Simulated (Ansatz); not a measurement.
**SiHF3 (SMILES F[SiH](F)F) at 6 levels**

We compute a comparison of 6 runs (HF/def2-SVPD, B3LYP/6-31G*, B3LYP/def2-SVPD, wB97X/def2-SVPD, BCCD(T)/def2-SVPD) of SiHF3. 

The calculation is run with Ansatz 0.2.0.

55 further runs of the same task are left out: 55 set aside as unsound or not needed.

**1. The system as given**

The species is SiHF3 (5 atoms), meant as a singlet with charge 0. As SMILES, `F[SiH](F)F`. The Si2–F4 distance was set to 3.460 Å, away from the relaxed value. At this shape a bond of the SMILES string is far longer than usual.

Bond lengths: F1–Si2 1.573 Å, Si2–F3 1.573 Å, Si2–H5 1.461 Å. Angles: F1–Si2–F3 108.3°, F1–Si2–H5 110.7°, F3–Si2–H5 110.7°.

**2. A single-point energy at HF/def2-SVPD (run 1)**

The input, in.yaml:

```yaml
crystal:
  periodic: [false, false, false]
  atoms:
    - {symbol: F, position_ang: [0.196830, 1.435823, 2.409794]}
    - {symbol: Si, position_ang: [0.684630, 1.519723, 0.916694]}
    - {symbol: F, position_ang: [0.046830, 2.799423, 0.261294]}
    - {symbol: F, position_ang: [-0.495900, -1.263300, -0.767200]}
    - {symbol: H, position_ang: [2.143330, 1.580423, 0.853394]}
basis:
  gaussian: {orbitals: def2-SVPD}
hamiltonian: {xc: hf}
accuracy: high
output: {orbitals: {seedname: orbitals}}
```

Run with:

```bash
$ ansatz run in.yaml --threads 1 --pin off --max-ram 3480MiB --events-out events.jsonl --progress --plain --runs-dir runs
```

What it wrote:

```text
Warning: RAYON_NUM_THREADS=1 ignored (pool sized by the plan → 1); use --threads N
Functional definition: HF
  name "HF"
  exchange = exact_x
  correlation = 0
1937 factors; integrals over basis functions are off by at most 4.0e-9 eV
mean field evaluation 1: about -15978.6947 eV, gradient 5.3e1 eV
mean field evaluation 2: about -15978.7217 eV, gradient 5.3e1 eV
mean field evaluation 4: about -15983.9917 eV, gradient 1.7e1 eV
mean field evaluation 8: about -15984.5457 eV, gradient 5.8e-1 eV
mean field evaluation 16: about -15984.5484 eV, gradient 1.2e-8 eV
mean field -15984.54840444 eV, -587.4213191472 hartree, gradient 1.2e-8 eV, S^2 0.000000; 0 other end points of the search recorded, 0 dependent functions left out
reference -15984.54840444 eV, -587.4213191472 hartree; 21, 21 occupied and 80, 80 virtual orbitals, 1937 factors
Total energy: -15984.54840444 eV, -587.4213191472 hartree
```

Run time: 2.6 s. Hardware: 1 thread of Arm Neoverse V2, shared host; peak memory 0.26 GiB.

**3. The energy at B3LYP/6-31G(d) (spherical functions) (run 2)**

The input, run.yaml:

```yaml
crystal:
  periodic: [false, false, false]
  atoms:
    - {symbol: F, position_ang: [0.196830, 1.435823, 2.409794]}
    - {symbol: Si, position_ang: [0.684630, 1.519723, 0.916694]}
    - {symbol: F, position_ang: [0.046830, 2.799423, 0.261294]}
    - {symbol: F, position_ang: [-0.495900, -1.263300, -0.767200]}
    - {symbol: H, position_ang: [2.143330, 1.580423, 0.853394]}
basis:
  gaussian:
    orbitals: 6-31G_st_-spherical.json
total_charge: 0
output: {orbitals: {seedname: orbitals}}
hamiltonian:
  xc: {name: B3LYP}
accuracy: high
```

The basis set 6-31G* is read from a file made from the Basis Set Exchange's data (not shown).

Run with:

```bash
$ ansatz run run.yaml --threads 1 --pin off --max-ram 3480MiB --events-out events.jsonl --progress --plain --runs-dir runs
```

What it wrote:

```text
Warning: RAYON_NUM_THREADS=1 ignored (pool sized by the plan → 1); use --threads N
Functional definition: B3LYP
  name "B3LYP"
  parameter a0 = 0.2
  parameter ax = 0.72
  parameter ac = 0.81
  exchange = (1 - a0 - ax)*slater_x + ax*b88_x + a0*exact_x
  correlation = (1 - ac)*vwn_rpa_c + ac*lyp_c
1192 factors; integrals over basis functions are off by at most 2.9e-8 eV
mean field evaluation 1: about -16033.2707 eV, gradient 6.3e1 eV
mean field evaluation 2: about -15691.3194 eV, gradient 1.7e2 eV
mean field evaluation 4: about -16035.2404 eV, gradient 5.2e1 eV
mean field evaluation 8: about -16041.9624 eV, gradient 5.1e0 eV
mean field evaluation 16: about -16042.1353 eV, gradient 9.2e-3 eV
mean field evaluation 32: about -16041.4866 eV, gradient 8.4e0 eV
mean field -16042.13531791 eV, -589.5375991835 hartree, gradient 7.9e-8 eV, S^2 0.000000; 2 other end points of the search recorded, 0 dependent functions left out
reference -16042.13535273 eV, -589.5376004631 hartree; 21, 21 occupied and 41, 41 virtual orbitals, 1192 factors
Total energy: -16042.13535273 eV, -589.5376004631 hartree
```

Wall time 3.9 s (1 thread of Arm Neoverse V2, shared host); peak memory 0.16 GiB.

Runs 3 to 4 aren't shown in full; the table further down has their settings and results.

**4. A single-point energy at wB97X/def2-SVPD (run 5)**

run.yaml: that of step 3 with these lines changed.

```diff
@@ -1 +1,4 @@
+basis:
+  gaussian:
+    orbitals: def2-SVPD
 crystal:
@@ -8,9 +11,5 @@
     - {symbol: H, position_ang: [2.143330, 1.580423, 0.853394]}
-basis:
-  gaussian:
-    orbitals: 6-31G_st_-spherical.json
-total_charge: 0
+hamiltonian:
+  xc: {name: wB97X}
+accuracy: high
 output: {orbitals: {seedname: orbitals}}
-hamiltonian:
-  xc: {name: B3LYP}
-accuracy: high
```

Run with:

```bash
$ ansatz run run.yaml --threads 1 --pin off --max-ram 3480MiB --events-out events.jsonl --progress --plain --runs-dir runs
```

What it wrote, shortened:

```text
Warning: RAYON_NUM_THREADS=1 ignored (pool sized by the plan → 1); use --threads N
Functional definition: wB97X
  name "wB97X"
[...]
      + exact_x_lr(omega)
[...]
      + integral(e_c_pw_opposite_spin*poly(b97_u_opposite, 1, cos1, cos2, cos3, cos4))
1937 factors; integrals over basis functions are off by at most 4.0e-9 eV
446 factors; integrals over basis functions are off by at most 1.8e-9 eV
[...]
mean field -16032.41023377 eV, -589.1802089333 hartree, gradient 6.3e-9 eV, S^2 0.000000; 0 other end points of the search recorded, 0 dependent functions left out
reference -16032.41023015 eV, -589.1802088002 hartree; 21, 21 occupied and 80, 80 virtual orbitals, 1937 factors
Total energy: -16032.41023015 eV, -589.1802088002 hartree
```

It took 23 s on 1 thread of Arm Neoverse V2, shared host; peak memory 0.49 GiB.

**5. The energy at BCCD(T)/def2-SVPD (run 6)**

The input, molecule.yaml:

```yaml
crystal:
  periodic: [false, false, false]
  atoms:
    - {symbol: F, position_ang: [0.196830, 1.435823, 2.409794]}
    - {symbol: Si, position_ang: [0.684630, 1.519723, 0.916694]}
    - {symbol: F, position_ang: [0.046830, 2.799423, 0.261294]}
    - {symbol: F, position_ang: [-0.495900, -1.263300, -0.767200]}
    - {symbol: H, position_ang: [2.143330, 1.580423, 0.853394]}
basis:
  gaussian:
    orbitals: def2-SVPD
correlation:
  method: bccd_t
  frozen_orbitals: {F: 1, H: 0, Si: 5}
accuracy: high
scf:
  omitted_lower_state_checks: [cluster_reference, increment]
```

Run with:

```bash
$ ansatz run molecule.yaml --threads 1 --pin off --max-ram 3480MiB --events-out events.jsonl --progress --plain --runs-dir runs
```

What it wrote:

```text
Warning: RAYON_NUM_THREADS=1 ignored (pool sized by the plan → 1); use --threads N
[... 12 lines left out ...]
8 core orbitals not correlated: weight in the atoms' cores, before any rotation towards them, 1.000 or more for the frozen orbitals, at most 0.000 for the correlated occupied ones
[... 39 lines left out ...]
Total energy: -16005.20825973 eV, -588.1805548252 hartree
Checks for a lower state left out: cluster_reference, increment
```

Run time: 51 s. Hardware: 1 thread of Arm Neoverse V2, shared host; peak memory 0.96 GiB.

**6. All runs side by side**

| run | level | Cartesian functions | frozen core orbitals | energy (Eh) | HOMO energy (eV) | LUMO energy (eV) | HOMO–LUMO gap (eV) | wall time |
| --- | --- | --- | --- | --- | --- | --- | --- | --- |
| 1 | HF/def2-SVPD | no | – | -587.421319 | -10.66 | -3.09 | 7.57 | 2.6 s |
| 2 | B3LYP/6-31G* (spherical functions) | no | – | -589.537600 | -7.21 | -5.26 | 1.95 | 3.9 s |
| 3 | B3LYP/6-31G* (Cartesian functions) | yes | – | -589.543091 | -7.21 | -5.26 | 1.96 | 4.2 s |
| 4 | B3LYP/def2-SVPD | no | – | -589.291215 | -8.02 | -5.98 | 2.03 | 6.9 s |
| 5 | wB97X/def2-SVPD | no | – | -589.180209 | -10.12 | -3.85 | 6.27 | 23 s |
| 6 | BCCD(T)/def2-SVPD | no | 8 | -588.180555 | – | – | – | 51 s |

**7. What came out**

```
                                          quantity          value
                               run 6: total energy  -588.18055 Eh
run 6: correlation energy (8 core orbitals frozen)     -759.2 mEh
                             run 6: (T) correction     -34.15 mEh
```

**Reading.** Over runs 1, 2, 3, 4, 5 the HOMO–LUMO gap runs from 1.95 eV (B3LYP/6-31G*) to 7.57 eV (HF/def2-SVPD). The two ends differ in method and basis. Totals of different functionals can't be ranked against each other. In run 6 the log says that unrestricted orbitals would lower the reference, so the values rest on an unstable closed-shell determinant (other closed-shell runs at this shape may share the fault). In runs 1, 2, 3, 4, 5 a closed-shell determinant meets a far-stretched bond, which it describes badly. All runs together took 92 s, the longest 51 s.
